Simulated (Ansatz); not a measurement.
# CH9GeNSi: the cost of one run

Method: the settings change from run to run; program: Ansatz 0.2.0, Gaussian basis.

**1. The geometry**

The geometry comes from an earlier relaxation with PBE0-D4 in a triple-zeta def2 set; it is a stationary point, not always the lowest conformer.

SMILES `C[SiH](N)[GeH3]`, 13 atoms, charge 0, spin multiplicity 1.

Atoms are counted from 1 here; the program's logs count them from 0.

Bond lengths: C1–Si2 1.867 Å, C1–H5 1.092 Å, C1–H6 1.093 Å, C1–H7 1.093 Å, Si2–N3 1.728 Å, Si2–Ge4 2.395 Å, Si2–H8 1.490 Å, N3–H9 1.008 Å, N3–H10 1.008 Å, Ge4–H11 1.542 Å, Ge4–H12 1.544 Å, Ge4–H13 1.543 Å. Angles: Si2–C1–H5 110.5°, Si2–C1–H6 110.7°, Si2–C1–H7 111.0°, H5–C1–H6 108.6°, H5–C1–H7 108.3°, H6–C1–H7 107.7°, C1–Si2–N3 109.2°, C1–Si2–Ge4 108.8°, C1–Si2–H8 111.1°, N3–Si2–Ge4 114.3°, N3–Si2–H8 106.0°, Ge4–Si2–H8 107.4°, Si2–N3–H9 118.7°, Si2–N3–H10 119.3°, H9–N3–H10 110.1°, Si2–Ge4–H11 111.8°, Si2–Ge4–H12 111.0°, Si2–Ge4–H13 112.8° and more.

As a file:

```xyz
13
charge 0, multiplicity 1
C    -1.2374    1.3031   -0.2474
Si   -0.4776   -0.3995   -0.1507
N    -0.0263   -0.9112   -1.7379
Ge    1.3291   -0.3486    1.4203
H    -2.1001    1.2987   -0.9177
H    -1.5641    1.6378    0.7402
H    -0.5153    2.0330   -0.6229
H    -1.4660   -1.4012    0.3384
H     0.1408   -1.8918   -1.9012
H     0.6268   -0.3548   -2.2680
H     1.9999   -1.7296    1.5646
H     2.4281    0.6370    0.9676
H     0.8825    0.0924    2.8296
```

**2. RPA/def2-TZVP**

This run has finite nuclei, relativity set to none, correlated electrons set to all.

File in.yaml:

```yaml
crystal:
  periodic: [false, false, false]
  atoms:
    - {symbol: C, position_ang: [-1.237426, 1.303147, -0.247363]}
    - {symbol: Si, position_ang: [-0.477558, -0.399455, -0.150709]}
    - {symbol: N, position_ang: [-0.026275, -0.911182, -1.737928]}
    - {symbol: Ge, position_ang: [1.329088, -0.348635, 1.420253]}
    - {symbol: H, position_ang: [-2.100074, 1.298674, -0.917679]}
    - {symbol: H, position_ang: [-1.564139, 1.637816, 0.740249]}
    - {symbol: H, position_ang: [-0.515257, 2.032970, -0.622946]}
    - {symbol: H, position_ang: [-1.466043, -1.401243, 0.338447]}
    - {symbol: H, position_ang: [0.140765, -1.891801, -1.901235]}
    - {symbol: H, position_ang: [0.626754, -0.354830, -2.268044]}
    - {symbol: H, position_ang: [1.999925, -1.729638, 1.564635]}
    - {symbol: H, position_ang: [2.428121, 0.637010, 0.967557]}
    - {symbol: H, position_ang: [0.882520, 0.092367, 2.829562]}
basis:
  gaussian: {orbitals: def2-TZVP, nuclear_model: gaussian}
hamiltonian: {xc: {name: HSE06}, pseudopotentials: {relativity: none}}
correlation: {method: rpa, electrons: all}
```

Command:

```bash
> ansatz run in.yaml --threads 4 --pin off --events-out ev --progress --plain --max-ram 10444MiB
```

What time and memory should one allow on 4 threads of AMD EPYC 7B13, shared host?

About 5.5 s, with a peak of 0.58 GiB.
